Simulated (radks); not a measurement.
# Nuclear size and the levels of Sn⁺

The task here is to estimate one member of a computed series from the others.

The numbers are computed with radks (a radial shooting solver on a logarithmic mesh, Libxc functionals) version 1 (Dirac Kohn-Sham, LDA (Slater exchange, Perdew-Wang correlation), spin-unpolarised, spherical densities, finite nucleus; open shells fill j = l - 1/2 first), except any that are marked as measured or tabulated.

### What is computed

| Property | Result |
| --- | --- |
| element | tin (Z = 50) |
| charge | +1 |
| electrons | 49 |
| configuration | [Kr] 4d10 5s2 5p1 |
| nuclear rms radius | 4.6519 fm |

Set-up of the first run:

Settings of this run:

```text
Z 50
configuration [Kr] 4d10 5s2 5p1 6s0 4f0
relativity Dirac
functional lda,pw
spin unpolarised
j_filling energy
nucleus finite rms 4.6519 fm
c 137.035999084
```

Steps of the session up to this table: rms radius 4.6519 fm.

One of the session's tables, all rows but one given; the rest of the session is left out.

It belongs to the step «rms radius 4.6519 fm». Sizes of the orbitals, from the radial functions (bohr):

| level | <r> | outermost maximum (interpolated) | 90 % within | nodes |
| --- | --- | --- | --- | --- |
| 4d3/2 | 1.090 | 0.881 | 1.70 | 1 |
| 4d5/2 | 1.105 | 0.891 | 1.72 | 1 |
| 5s1/2 | 2.299 | 1.98 | 3.38 | 4 |
| 5p1/2 | ? | ? | ? | ? |
| 5p3/2 | 2.916 | 2.45 | 4.35 | 3 |
| 6s1/2 | 5.899 | 5.32 | 8.52 | 5 |
| 4f5/2 | 14.61 | 12.6 | 22.2 | 0 |
| 4f7/2 | 14.61 | 12.6 | 22.2 | 0 |

Q: Estimate the row for 5p1/2 from the others.

As computed: <r>: 2.809; outermost maximum (interpolated): 2.35; 90 % within: 4.20; nodes: 3. In the column «<r>» it lies between 5s1/2 (2.299) and 5p3/2 (2.916).
